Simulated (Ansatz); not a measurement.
# CH4GeO2: the cost of one run

Method: RKS r2SCAN0-D4/def2-TZVP; program: Ansatz 0.2.0.

## 1. The starting structure

8 atoms, charge 0, spin multiplicity 1.

Atoms are counted from 1 here; the program's logs count them from 0.

Bond lengths: O1–Ge2 1.793 Å, O1–H5 0.977 Å, Ge2–C3 1.917 Å, Ge2–O4 1.871 Å, Ge2–H6 1.541 Å, C3–O4 1.426 Å, C3–H7 1.112 Å, C3–H8 1.112 Å. Angles: Ge2–O1–H5 110.2°, O1–Ge2–C3 118.5°, O1–Ge2–O4 112.0°, O1–Ge2–H6 113.8°, C3–Ge2–O4 44.2°, C3–Ge2–H6 127.3°, O4–Ge2–H6 109.6°, Ge2–C3–O4 66.2°, Ge2–C3–H7 120.2°, Ge2–C3–H8 116.4°, O4–C3–H7 116.6°, O4–C3–H8 116.6°, H7–C3–H8 113.1°, Ge2–O4–C3 69.6°.

Coordinates:

```xyz
8
charge 0, multiplicity 1
O    -1.6816    0.7894   -0.7132
Ge   -0.1725    0.6438    0.2435
C     1.1269   -0.6601   -0.2917
O     0.2068   -1.1337    0.6893
H    -2.4367    0.4248   -0.2108
H    -0.1558    1.5119    1.5165
H     2.1870   -0.5577    0.0281
H     1.0182   -1.0754   -1.3175
```

## 2. Relaxation

input.yaml

```yaml
crystal:
  periodic: [false, false, false]
  atoms:
    - { symbol: O, position_ang: [-1.681645, 0.789405, -0.713182] }
    - { symbol: Ge, position_ang: [-0.172546, 0.643766, 0.243481] }
    - { symbol: C, position_ang: [1.126937, -0.660102, -0.291749] }
    - { symbol: O, position_ang: [0.206796, -1.13369, 0.689345] }
    - { symbol: H, position_ang: [-2.436658, 0.424768, -0.210778] }
    - { symbol: H, position_ang: [-0.155819, 1.511942, 1.516491] }
    - { symbol: H, position_ang: [2.186966, -0.557681, 0.028142] }
    - { symbol: H, position_ang: [1.018168, -1.075408, -1.317451] }
basis:
  gaussian: { orbitals: def2-TZVP }
hamiltonian:
  xc: { name: r2SCAN0 }
  dispersion: d4
output:
  forces: true
relax:
  f_tol: 0.003
  max_steps: 120
```

Started as:

```
> ansatz run input.yaml --threads 1 --pin off --max-ram 2560MiB --backend cpu --events-out ev --progress --plain --runs-dir out
```

Q: Estimate wall time and peak memory on 1 thread of Intel Xeon Platinum 8488C (Sapphire Rapids), shared host.

About 2.2 min, with a peak of 0.39 GiB.
